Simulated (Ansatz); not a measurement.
# C₂H₉BO: basis-set convergence

Aim: see how fast density functionals converge with the basis set for C₂H₉BO.

Computed with Ansatz 0.2.0, Gaussian basis. Level: one geometry, several basis sets.

The runs, in order: PBE0-D4/def2-SVP; ωB97M-V/def2-SVP; PBE0-D4/def2-QZVPP; ωB97M-V/def2-QZVPP; the functionals' def2-TZVPP values are taken from earlier runs.

### Step 1. Structure used throughout

All runs share one geometry, relaxed beforehand with PBE0-D4 in a triple-zeta def2 set.

SMILES `[BH3-][O+](C)C`, 13 atoms, charge 0, spin multiplicity 1.

Atoms are counted from 1 here; the program's logs count them from 0.

Bond lengths: B1–O2 1.631 Å, B1–H5 1.207 Å, B1–H6 1.207 Å, B1–H7 1.215 Å, O2–C3 1.427 Å, O2–C4 1.427 Å, C3–H8 1.086 Å, C3–H9 1.093 Å, C3–H10 1.091 Å, C4–H11 1.086 Å, C4–H12 1.091 Å, C4–H13 1.093 Å. Angles: O2–B1–H5 103.5°, O2–B1–H6 103.5°, O2–B1–H7 104.1°, H5–B1–H6 115.0°, H5–B1–H7 114.4°, H6–B1–H7 114.4°, B1–O2–C3 112.9°, B1–O2–C4 112.9°, C3–O2–C4 112.5°, O2–C3–H8 106.7°, O2–C3–H9 109.8°, O2–C3–H10 108.8°, H8–C3–H9 109.9°, H8–C3–H10 110.8°, H9–C3–H10 110.8°, O2–C4–H11 106.7°, O2–C4–H12 108.8°, O2–C4–H13 109.8° and more.

### Step 2. PBE0-D4 in def2-SVP

Contents of in.yaml:

```yaml
crystal:
  periodic: [false, false, false]
  atoms:
    - {symbol: B, position_ang: [-0.557129, 1.108033, -0.872179]}
    - {symbol: O, position_ang: [-0.368818, -0.077657, 0.231220]}
    - {symbol: C, position_ang: [0.571805, 0.257323, 1.250016]}
    - {symbol: C, position_ang: [-0.103359, -1.348392, -0.360127]}
    - {symbol: H, position_ang: [-1.434633, 0.689846, -1.587671]}
    - {symbol: H, position_ang: [-0.856033, 2.068426, -0.204998]}
    - {symbol: H, position_ang: [0.530831, 1.188378, -1.407569]}
    - {symbol: H, position_ang: [0.249801, 1.205310, 1.671642]}
    - {symbol: H, position_ang: [1.568588, 0.363331, 0.813148]}
    - {symbol: H, position_ang: [0.562732, -0.526991, 2.008594]}
    - {symbol: H, position_ang: [-0.901802, -1.532920, -1.073269]}
    - {symbol: H, position_ang: [-0.101135, -2.107433, 0.423786]}
    - {symbol: H, position_ang: [0.859551, -1.321952, -0.877596]}
basis:
  gaussian: {orbitals: def2-SVP}
hamiltonian: {xc: pbe0, dispersion: d4}
output: {orbitals: {seedname: orbitals}}
```

The run is started by

```console
$ ansatz run in.yaml --threads 4 --pin off --events-out ev --progress --plain --max-ram 10444MiB
```

Standard output:

```text
Functional definition: PBE0
  name "PBE0"
  cite "Adamo & Barone, J. Chem. Phys. 110, 6158 (1999) doi:10.1063/1.478522"
  cite "Perdew, Burke & Ernzerhof, Phys. Rev. Lett. 77, 3865 (1996) doi:10.1103/PhysRevLett.77.3865"
  parent pbe
  parameter a = 0.25
  parameter kappa = 0.804
  parameter beta = 0.06672455060314922
  exchange = (1 - a)*pbe_x(kappa = kappa, mu = beta*pi^2/3) + a*exact_x
  correlation = pbe_c(beta = beta)
1135 factors; their error is unknown
mean field evaluation 1: about -4929.9879 eV, gradient 3.5e1 eV
mean field evaluation 2: about -4930.9337 eV, gradient 3.0e1 eV
mean field evaluation 4: about -4933.4142 eV, gradient 1.8e0 eV
mean field evaluation 8: about -4933.4144 eV, gradient 8.8e-2 eV
mean field -4933.40731635 eV, -181.2993748924 hartree, gradient 6.1e-5 eV, S^2 0.000000; 0 other end points of the search recorded, 0 dependent functions left out
reference -4933.40734456 eV, -181.2993759291 hartree; 17, 17 occupied and 84, 84 virtual orbitals, 1135 factors
Total energy: -4933.57785110 eV, -181.3056419289 hartree
```

Run time: 0.7 s. Hardware: 4 threads of Intel Xeon at 2.60GHz, shared host.

### Step 3. ωB97M-V in def2-SVP

in.yaml, as its differences from that of step 2:

```diff
@@ -18,3 +18,3 @@
   gaussian: {orbitals: def2-SVP}
-hamiltonian: {xc: pbe0, dispersion: d4}
+hamiltonian: {xc: {name: wB97M-V}}
 output: {orbitals: {seedname: orbitals}}
```

Launched as before.

Standard output, shortened:

```text
Functional definition: wB97M-V
  name "wB97M-V"
  cite "Mardirossian & Head-Gordon, J. Chem. Phys. 144, 214110 (2016) doi:10.1063/1.4952647"
  cite "Becke, J. Chem. Phys. 107, 8554 (1997) doi:10.1063/1.475007"
  cite "Vydrov & Van Voorhis, J. Chem. Phys. 133, 244103 (2010) doi:10.1063/1.3521275"
  # Of w^i u^j: cxij and so on, Table III.
[...]
  gx(w, u) = 1 - cx + cx01*u + cx10*w
  gss(w, u) = css00 + css04*u^4 + css10*w + css20*w^2 + css43*w^4*u^3
  gos(w, u) = cos00 + cos10*w + (cos20 + cos21*u)*w^2 + (cos60 + cos61*u)*w^6
[...]
      + integral(e_c_pw_mod_opposite_spin*gos(b97_w_opposite, b97_u_opposite)) + vv10(b, c)
1135 factors; their error is unknown
308 factors; integrals over basis functions are off by at most 1.0e-5 eV
[...]
mean field -4936.41048910 eV, -181.4097394554 hartree, gradient 7.2e-6 eV, S^2 0.000000; 0 other end points of the search recorded, 0 dependent functions left out
reference -4936.41053064 eV, -181.4097409819 hartree; 17, 17 occupied and 84, 84 virtual orbitals, 1135 factors
Total energy: -4936.41053064 eV, -181.4097409819 hartree
```

It took 2.4 s on 4 threads of Intel Xeon at 2.60GHz, shared host; peak memory 0.28 GiB.

### Step 4. PBE0-D4 in def2-QZVPP

in.yaml, as its differences from that of step 3:

```diff
@@ -17,4 +17,4 @@
 basis:
-  gaussian: {orbitals: def2-SVP}
-hamiltonian: {xc: {name: wB97M-V}}
+  gaussian: {orbitals: "def2-QZVPP.json"}
+hamiltonian: {xc: pbe0, dispersion: d4}
 output: {orbitals: {seedname: orbitals}}
```

The command is unchanged.

Standard output:

```text
Functional definition: PBE0
  name "PBE0"
  cite "Adamo & Barone, J. Chem. Phys. 110, 6158 (1999) doi:10.1063/1.478522"
  cite "Perdew, Burke & Ernzerhof, Phys. Rev. Lett. 77, 3865 (1996) doi:10.1103/PhysRevLett.77.3865"
  parent pbe
  parameter a = 0.25
  parameter kappa = 0.804
  parameter beta = 0.06672455060314922
  exchange = (1 - a)*pbe_x(kappa = kappa, mu = beta*pi^2/3) + a*exact_x
  correlation = pbe_c(beta = beta)
1299 factors; their error is unknown
mean field evaluation 1: about -4933.5842 eV, gradient 4.8e1 eV
mean field evaluation 2: about -4933.6361 eV, gradient 4.8e1 eV
mean field evaluation 4: about -4939.3360 eV, gradient 3.0e0 eV
mean field evaluation 8: about -4939.3457 eV, gradient 2.1e-2 eV
mean field evaluation 16: about -4939.3407 eV, gradient 2.7e-5 eV
mean field -4939.34069552 eV, -181.5174225550 hartree, gradient 2.7e-5 eV, S^2 0.000000; 0 other end points of the search recorded, 0 dependent functions left out
reference -4939.34073983 eV, -181.5174241835 hartree; 17, 17 occupied and 481, 481 virtual orbitals, 1299 factors
Total energy: -4939.51124637 eV, -181.5236901832 hartree
```

Run time: 5 s. Hardware: 4 threads of Intel Xeon at 2.60GHz, shared host; peak memory 1.5 GiB.

### Step 5. ωB97M-V in def2-QZVPP

in.yaml, as its differences from that of step 4:

```diff
@@ -18,3 +18,3 @@
   gaussian: {orbitals: "def2-QZVPP.json"}
-hamiltonian: {xc: pbe0, dispersion: d4}
+hamiltonian: {xc: {name: wB97M-V}}
 output: {orbitals: {seedname: orbitals}}
```

The command is unchanged.

Standard output, shortened:

```text
Functional definition: wB97M-V
  name "wB97M-V"
  cite "Mardirossian & Head-Gordon, J. Chem. Phys. 144, 214110 (2016) doi:10.1063/1.4952647"
  cite "Becke, J. Chem. Phys. 107, 8554 (1997) doi:10.1063/1.475007"
  cite "Vydrov & Van Voorhis, J. Chem. Phys. 133, 244103 (2010) doi:10.1063/1.3521275"
  # Of w^i u^j: cxij and so on, Table III.
[...]
  gx(w, u) = 1 - cx + cx01*u + cx10*w
  gss(w, u) = css00 + css04*u^4 + css10*w + css20*w^2 + css43*w^4*u^3
  gos(w, u) = cos00 + cos10*w + (cos20 + cos21*u)*w^2 + (cos60 + cos61*u)*w^6
[...]
      + integral(e_c_pw_mod_opposite_spin*gos(b97_w_opposite, b97_u_opposite)) + vv10(b, c)
1299 factors; their error is unknown
413 factors; integrals over basis functions are off by at most 8.2e-6 eV
[...]
mean field -4942.68336217 eV, -181.6402632887 hartree, gradient 1.5e-5 eV, S^2 0.000000; 0 other end points of the search recorded, 0 dependent functions left out
reference -4942.68342934 eV, -181.6402657569 hartree; 17, 17 occupied and 481, 481 virtual orbitals, 1299 factors
Total energy: -4942.68342934 eV, -181.6402657569 hartree
```

Wall time 12 s (4 threads of Intel Xeon at 2.60GHz, shared host); peak memory 1.9 GiB.

### Step 6. Functionals by basis

The def2-TZVPP values come from earlier runs at the same geometry.

| functional | basis | functions | energy (eV) | from the largest (eV) | HOMO (eV) | LUMO (eV) |
| --- | --- | --- | --- | --- | --- | --- |
| PBE0-D4 | def2-SVP | 101 | -4933.5779 | 5.933 | -7.69 | 1.20 |
| PBE0-D4 | def2-TZVPP | 250 | -4939.2170 | 0.294 | -7.83 | 0.73 |
| PBE0-D4 | def2-QZVPP | 498 | -4939.5112 | 0.000 | -7.84 | 0.40 |
| ωB97M-V | def2-SVP | 101 | -4936.4105 | 6.273 | -10.01 | 2.96 |
| ωB97M-V | def2-TZVPP | 250 | -4942.3948 | 0.289 | -10.20 | 2.25 |
| ωB97M-V | def2-QZVPP | 498 | -4942.6834 | 0.000 | -10.21 | 1.54 |

### Step 7. Outcome

```
                                       quantity          value
PBE0-D4: double and triple zeta above quadruple  5.93, 0.29 eV
ωB97M-V: double and triple zeta above quadruple  6.27, 0.29 eV
```

PBE0-D4 gains 5.64 eV from double to triple zeta, then 0.29 eV more. These are total energies; as a rule much of such shifts cancels in differences, which this series doesn't test. The LUMO of ωB97M-V is positive and keeps falling with the basis (2.96 to 1.54 eV): an unbound level that the basis holds in place.

For PBE0-D4 the largest set took about 7 times as long as the smallest (5 s against 0.7 s).
